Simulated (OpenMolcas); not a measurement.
**Fe²⁺ in CsCaF3: CASSCF and CASPT2 levels and susceptibility**

Which state of Fe²⁺ lies lowest among these ligands, how large is the field, and what χT follows?

Program: OpenMolcas 26.06. Level of theory: state-averaged CASSCF and CASPT2, spin-orbit coupling by RASSI with atomic mean-field integrals. These are calculated values, not measurements, unless marked.

## Step 1: Starting point

* Species: Fe²⁺ (iron, Z = 26, 24 electrons)
* Basis: ANO-RCC-VDZP [5s4p2d1f], 142 functions with the ligands
* Scalar Hamiltonian: DKH2, point nucleus
* Inactive shells: 1s 2s 2p 3s 3p of the metal, and all ligand shells
* Active space: 6 electrons in 5 orbitals (3d)
* Some configurations of this space: 3d6
* Orbitals: optimised for each spin and parity, averaged over all roots

Outer shells as boxes (Hund's rule):

3d6
```
3d [↑↓][↑ ][↑ ][↑ ][↑ ]
```

Fe²⁺ is taken with its 6 nearest fluoride ions at 2.198 Å, on the cation site of CsCaF3 (a = 4.526 Å). The rest of the host is ab initio model potentials to 7.6 Å, with orthogonalisation functions on the cations behind the ligands, and point charges beyond; the distance is set by hand, nothing relaxes, and no local charge compensation is placed. Ligand basis ANO-RCC-VDZP.

```xyz
15

Fe    0.0000    0.0000    0.0000
F     2.1980    0.0000    0.0000
F     0.0000    2.1980    0.0000
F    -2.1980    0.0000    0.0000
F     0.0000   -2.1980    0.0000
F     0.0000    0.0000    2.1980
F     0.0000    0.0000   -2.1980
Cs    2.2630   -2.2630   -2.2630
Cs   -2.2630    2.2630    2.2630
Cs    2.2630   -2.2630    2.2630
Cs   -2.2630    2.2630   -2.2630
Cs    2.2630    2.2630   -2.2630
Cs   -2.2630   -2.2630    2.2630
Cs    2.2630    2.2630    2.2630
Cs   -2.2630   -2.2630   -2.2630
```

The work runs as a chain of OpenMolcas steps in one folder; each step below is one input file. Labels, J, g values, rates, χT and fits are worked out afterwards by a script from the matrices that RASSI stores.

## Step 2: GATEWAY and SEWARD: basis and integrals

File a.inp:

```
&GATEWAY
Basis set
Fe.ANO-RCC-VDZP.
Fe1 0.0 0.0 0.0 Angstrom
End of basis
Basis set
F.ANO-RCC-VDZP.
L1 2.198000 0.000000 0.000000 Angstrom
L2 0.000000 2.198000 0.000000 Angstrom
L3 0.000000 0.000000 2.198000 Angstrom
End of basis
Basis set
Ca.EMB-AIMP.Lopez-Moraza.10s7p.1s1p.ECP.CsCaF3.
PseudoCharge
* 3 symmetry-unique lattice sites within 7.6 angstrom
End of basis
Basis set
Cs.EMB-AIMP.Lopez-Moraza.0s.0s.ECP.CsCaF3.
PseudoCharge
* 16 symmetry-unique lattice sites within 7.6 angstrom
End of basis
Basis set
Ca.EMB-AIMP.Lopez-Moraza.0s.0s.ECP.CsCaF3.
PseudoCharge
* 6 symmetry-unique lattice sites within 7.6 angstrom
End of basis
Basis set
F.EMB-AIMP.Lopez-Moraza.0s.0s.ECP.CsCaF3.
PseudoCharge
* 27 symmetry-unique lattice sites within 7.6 angstrom
End of basis
Symmetry
XYZ
AngMom=0.0 0.0 0.0
AMFI
RICD
XField
1537 Angstrom 0
* Evjen-weighted lattice charges
&SEWARD
```

Launch:

```console
$ OMP_NUM_THREADS=1 MOLCAS_MEM=2457 MOLCAS_PROJECT=a pymolcas a.inp > a.log
```

## Step 3: CASSCF: quintets, 5 roots

File a.inp:

```
&RASSCF
FileOrb=start.orb
Symmetry=1
Spin=5
nActEl=6 0 0
Inactive=18 21
Ras2=5 0
CIRoot=5 5 1
SDav=5
CIMx=300
Iter=150 100
PrWF=0.3
OrbListing=Nothing
MaxOrb=0
LevShft=1.0
>>> COPY $Project.JobIph JOB001
```

start.orb holds start orbitals that the driver prepared beforehand, or those of the step before.

## Step 4: Reference wave functions, triplets, 45 roots

File a.inp:

```
&RASSCF
FileOrb=start.orb
Symmetry=1
Spin=3
nActEl=6 0 0
Inactive=18 21
Ras2=5 0
CIRoot=45 45 1
SDav=45
CIMx=300
Iter=150 100
PrWF=0.3
OrbListing=Nothing
MaxOrb=0
LevShft=1.0
>>> COPY $Project.JobIph JOB002
```

## Step 5: CASSCF: singlets, 50 roots

File a.inp:

```
&RASSCF
FileOrb=start.orb
Symmetry=1
Spin=1
nActEl=6 0 0
Inactive=18 21
Ras2=5 0
CIRoot=50 50 1
SDav=50
CIMx=300
Iter=150 100
PrWF=0.3
OrbListing=Nothing
MaxOrb=0
LevShft=1.0
>>> COPY $Project.JobIph JOB003
```

## Step 6: RASSI: spin-orbit coupling between the states

File a.inp:

```
&RASSI
NrOfJobIphs=3 5 45 50
1 2 3 4 5
1 2 3 4 5 6 7 8 9 10 11 12 13 14 15 16 17 18 19 20 21 22 23 24 25 26 27
28 29 30 31 32 33 34 35 36 37 38 39 40 41 42 43 44 45
1 2 3 4 5 6 7 8 9 10 11 12 13 14 15 16 17 18 19 20 21 22 23 24 25 26 27
28 29 30 31 32 33 34 35 36 37 38 39 40 41 42 43 44 45 46 47 48 49 50
IphNames
JOB001
JOB002
JOB003
EJob
SpinOrbit
DIPRint=1.0
SOCoupling=1000.0
Subsets=2
Property=9
'ANGMOM' 1 'ANGMOM' 2 'ANGMOM' 3 'MLTPL  1' 1 'MLTPL  1' 2 'MLTPL  1' 3
'AMFI' 1 'AMFI' 2 'AMFI' 3
SOProperty=3
'ANGMOM' 1 'ANGMOM' 2 'ANGMOM' 3
```

## Step 7: CASPT2: IPEA 0.25, imaginary shift 0.1 (closed shells correlated: 3s 3p of the metal, with ligand shells; the Frozen line counts the rest)

File a.inp:

```
>>> COPY JOB001 $Project.JobIph
&CASPT2
Multistate=5 1 2 3 4 5
NoMult
Frozen=5 6
IPEA=0.25
Imaginary=0.1
MaxIter=60
WThr=0.0 0.3 0.05
PrWF=0.5
NoMix
>>> COPY JOB002 $Project.JobIph
&CASPT2
Multistate=45 1 2 3 4 5 6 7 8 9 10 11 12 13 14 15 16 17 18 19 20 21 22
23 24 25 26 27 28 29 30 31 32 33 34 35 36 37 38 39 40 41 42 43 44 45
NoMult
Frozen=5 6
IPEA=0.25
Imaginary=0.1
MaxIter=60
WThr=0.0 0.3 0.05
PrWF=0.5
NoMix
>>> COPY JOB003 $Project.JobIph
&CASPT2
Multistate=50 1 2 3 4 5 6 7 8 9 10 11 12 13 14 15 16 17 18 19 20 21 22
23 24 25 26 27 28 29 30 31 32 33 34 35 36 37 38 39 40 41 42 43 44 45 46
47 48 49 50
NoMult
Frozen=5 6
IPEA=0.25
Imaginary=0.1
MaxIter=60
WThr=0.0 0.3 0.05
PrWF=0.5
NoMix
```

(Steps that only read results are left out.)

Q: Predict the outcome of this session. Wanted: spin-free ground state; first state of the same spin within the active space; lowest level; next level.

The runs gave:

| quantity | value |
| --- | --- |
| method | SS-CASPT2, IPEA 0.25, imaginary shift 0.1 (closed shells correlated: 3s 3p of the metal, with ligand shells; the Frozen line counts the rest) |
| spin-free ground state | 5T2, 3-fold in its orbital part |
| first state of the same spin within the active space | 5E at 6920 cm⁻¹ |
| lowest level | 3-fold T2 |
| next level | 192.9 cm⁻¹ |
| χT at 300 K | 4.12 cm³ K/mol |
| effective moment at 300 K | 5.74 μB |

Cost by method:

```
                                              method  time of its own steps  time with the reference
                                           A. CASSCF                   34 s                     34 s
B. SS-CASPT2, IPEA 0.25, imaginary shift 0.1, +3s 3p                4.5 min                  5.1 min
```

Times are of one thread on a shared host.

The spin-free ground state (5T2) comes to 100 % from free-ion D terms and keeps the highest spin of the shell. χT at 300 K is 4.12, against 3.01 cm³ K/mol for the spin alone, so orbital moment adds to it. An active space of the d shell alone favours high spin; real ions in strong fields can be low spin. CASPT2 does not keep the components of a term degenerate, and the means are used. With metal d orbitals alone active, the gaps between spin states are rough; where two lie within a few thousand cm-1, their order is open. With one d shell, CASPT2 may overshoot the field of a late 3d ion.
